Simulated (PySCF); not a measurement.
**NbF₃: structure of the triplet**

Aim: relax NbF₃ as a triplet from a trigonal planar start, check by its vibrations whether the end is a minimum, and collect its spectrum and constants.

Method: B3LYP, basis Nb def2-SVP with ECP28, F def2-SVP, scalar-relativistic core potentials, no spin–orbit coupling, density fitting; program: PySCF 2.14.0.

## Step 1: Starting geometry

4 atoms, charge 0, spin multiplicity 3.

Bond lengths: Nb1–F2 2.110 Å, Nb1–F3 2.110 Å, Nb1–F4 2.110 Å. Angles: F2–Nb1–F3 120.0°, F2–Nb1–F4 120.0°, F3–Nb1–F4 120.0°.

Coordinates in bohr (charge 0 multiplicity 3):
```
Nb    0.0000    0.0000    0.0000
F     3.9873    0.0000    0.0000
F    -1.9937    3.4531    0.0000
F    -1.9936   -3.4531    0.0000
```

## Step 2: Relaxing the triplet from the trigonal planar start

One driver script runs all steps and calls PySCF; scf.py shows how it sets up the SCF of each step. The optimiser is the driver's own. Before each start the driver seeks the lowest SCF state from one or more starting densities and follows internal instabilities, so scf.py alone need not reach the same state.

The program finds D3h symmetry in the start, which this walk keeps. The walk stops when the largest gradient is under 0.0003 Eh/bohr and the energy has settled too.

File scf.py:

```python
from pyscf import gto, scf, dft
mol = gto.M(atom='''
Nb    -0.000000    -0.000000    -0.000000
F      2.109992     0.000007    -0.000000
F     -1.055002     1.827303    -0.000000
F     -1.054990    -1.827310     0.000000''',
    basis={'Nb': 'def2-SVP', 'F': 'def2-SVP'},
    ecp={'Nb': 'def2-SVP'},
    charge=0, spin=2)
mf = dft.UKS(mol, xc='B3LYP')
mf.grids.atom_grid = (50, 194)
aux = {'Nb': 'def2-universal-JKFIT', 'F': 'def2-universal-JKFIT'}
mf = mf.density_fit(auxbasis=aux)
mf.kernel()
```

Energy and gradient, step by step:

```tsv
step	energy (Eh)	change (kJ/mol)	largest symmetric gradient (Eh/bohr)
0	-356.368529	0.00	0.07969
1	-356.423410	-144.09	0.03653
2	-356.428083	-156.36	0.02867
3	-356.431299	-164.80	0.00397
4	-356.431377	-165.01	0.00042
5	-356.431378	-165.01	0.00001
```

The walk needed 6.5 s of wall time on 4 threads, shared host.

End point (D3h, 5 steps, 165.0 kJ/mol gained): Nb–F 1.880 Å (×3); F–Nb–F 120.0° (×3). A gradient of 0.0347 Eh/bohr that breaks the symmetry is left: this electronic state wants a lower symmetry.

## Step 3: Releasing the symmetry

The geometry is nudged along the force that breaks the symmetry.

The program finds C2v symmetry in the start, which may break.

Changes to scf.py since step 2:

```diff
@@ -3,4 +3,4 @@
-Nb    -0.000000    -0.000000    -0.000000
-F      2.109992     0.000007    -0.000000
-F     -1.055002     1.827303    -0.000000
-F     -1.054990    -1.827310     0.000000''',
+Nb     0.035999    -0.000000    -0.000000
+F      1.816430    -0.000001    -0.000000
+F     -0.996235     1.635989     0.000000
+F     -0.996237    -1.635988     0.000000''',
```

Steps of the walk:

```tsv
step	energy (Eh)	change (kJ/mol)	largest gradient (Eh/bohr)
0	-356.428535	0.00	0.06552
1	-356.434292	-15.12	0.00563
2	-356.435313	-17.79	0.00900
3	-356.436380	-20.60	0.00322
4	-356.436421	-20.70	0.00125
5	-356.436428	-20.72	0.00025
6	-356.436428	-20.72	0.00004
```

The walk took 7.6 s.

After 6 steps and 20.7 kJ/mol it ends at C2v: Nb–F 1.865 Å, Nb–F 1.884 Å (×2); F–Nb–F 102.9°, F–Nb–F 128.6° (×2).

## Step 4: Hessian and properties

The point is checked on the finer grid, and tightened if its gradient asks for it. The Hessian and the dipole derivatives come from central differences of analytic gradients, with steps of 0.01 bohr.

Changes to scf.py since step 3:

```diff
@@ -3,4 +3,4 @@
-Nb     0.035999    -0.000000    -0.000000
-F      1.816430    -0.000001    -0.000000
-F     -0.996235     1.635989     0.000000
-F     -0.996237    -1.635988     0.000000''',
+Nb     0.057786    -0.000000     0.000000
+F      1.922657    -0.000000     0.000000
+F     -1.109722     1.479392    -0.000000
+F     -1.109723    -1.479392    -0.000000''',
@@ -11 +11 @@
-mf.grids.atom_grid = (50, 194)
+mf.grids.atom_grid = (75, 302)
```

This SCF starts from the last density.

Log of the central SCF (cycles and frontier levels):

```text
init E= -356.436205318581
[... the frontier-level lines of each cycle are left out ...]
cycle= 1 E= -356.436205318515  delta_E= 6.61e-11  |g|= 1.53e-05  |ddm|= 1.6e-05
cycle= 2 E= -356.436205318202  delta_E= 3.13e-10  |g|= 3.29e-05  |ddm|= 3.17e-05
cycle= 3 E= -356.436205318603  delta_E= -4.01e-10  |g|= 9.29e-07  |ddm|= 2.11e-05
cycle= 4 E= -356.436205318604  delta_E= -1.19e-12  |g|= 3.54e-07  |ddm|= 8.38e-07
Extra cycle  E= -356.436205318605  delta_E= -5.68e-13  |g|= 7.41e-07  |ddm|= 6.56e-07
converged SCF energy = -356.436205318605  <S^2> = 2.0027688  2S+1 = 3.0018453
```

The whole step took 25 s.

Geometry: C2v; Nb–F 1.865 Å, Nb–F 1.885 Å (×2); F–Nb–F 103.4°, F–Nb–F 128.3° (×2).

Harmonic modes (main isotopes):

| symmetry | ω (cm⁻¹) | IR (km/mol) |
| --- | --- | --- |
| b2 | 67 | 23.6 |
| b1 | 115 | 12.7 |
| a1 | 173 | 6.8 |
| b2 | 633 | 158 |
| a1 | 671 | 0.1 |
| a1 | 733 | 202 |

No imaginary mode, so this is a minimum.

Properties at this point:

| Quantity | Value |
| --- | --- |
| Dipole moment | 1.14 D |
| Highest occupied level | -5.82 eV |
| Lowest empty level | -3.01 eV |
| Rotational constants | 0.2027, 0.1437, 0.08408 cm⁻¹ |
| Zero-point energy | 14.3 kJ/mol |
| Principal polarisabilities | 31.5, 31.5, 37.9 bohr³ |
| Atomisation energy without zero-point energy | 1811 kJ/mol |
| Principal traceless quadrupole moments about the centre of mass | -5.23, -1.65, 6.88 D Å |
| Entropy at 298.15 K and 1 bar (electronic part: spin only) | 328.8 J/(mol K) |
| Heat capacity Cp at 298.15 K | 68.4 J/(mol K) |
| Enthalpy at 298.15 K above 0 K | 16.42 kJ/mol |
| Rotational symmetry number | 2 |
| Spin squared ⟨S²⟩ | 2.003 |

Populations by atom (charges in e):

| atom | Mulliken | Löwdin | polar tensor | spin (Mulliken) | Mayer order to Nb1 |
| --- | --- | --- | --- | --- | --- |
| Nb1 | 1.04 | 0.46 | 1.87 | 1.98 | – |
| F2 | -0.34 | -0.14 | -0.60 | -0.03 | 1.12 |
| F3,4 | -0.35 | -0.16 | -0.63 | 0.02 | 1.10 |

Mulliken populations on Nb1 (outside its core potential): s 2.45, p 6.31, d 3.11, f 0.09.

## Step 5: Results

```
                                          quantity                                                               value
                                           minimum                                                        triplet, C2v
                                          geometry  Nb–F 1.865 Å, Nb–F 1.885 Å (×2); F–Nb–F 103.4°, F–Nb–F 128.3° (×2)
                                wavenumbers (cm⁻¹)           67 (b2), 115 (b1), 173 (a1), 633 (b2), 671 (a1), 733 (a1)
                                     dipole moment                                                              1.14 D
highest occupied, lowest empty level (either spin)                                                     -5.82, -3.01 eV
                        polar-tensor charge of Nb1                                                             +1.87 e
                                 zero-point energy                                                         14.3 kJ/mol
                               entropy at 298.15 K                                                     328.8 J/(mol K)
         atomisation energy (no zero-point energy)                                                         1811 kJ/mol
                                              ⟨S²⟩                                                               2.003
```

In words: From D3h at the start the molecule goes to a C2v minimum. The strongest infrared band lies at 733 cm⁻¹ (a1, stretch). Most of the spin sits on Nb1 (Mulliken spin 1.98, against 2 for the whole molecule). Other starts or spin states, not run here, may lie lower. The soft modes, below some 90 cm⁻¹, carry numerical noise of tens of cm⁻¹, and the entropy with them. One determinant may miss the lowest occupation of an open d or f shell.

The search up to here took 45 s.
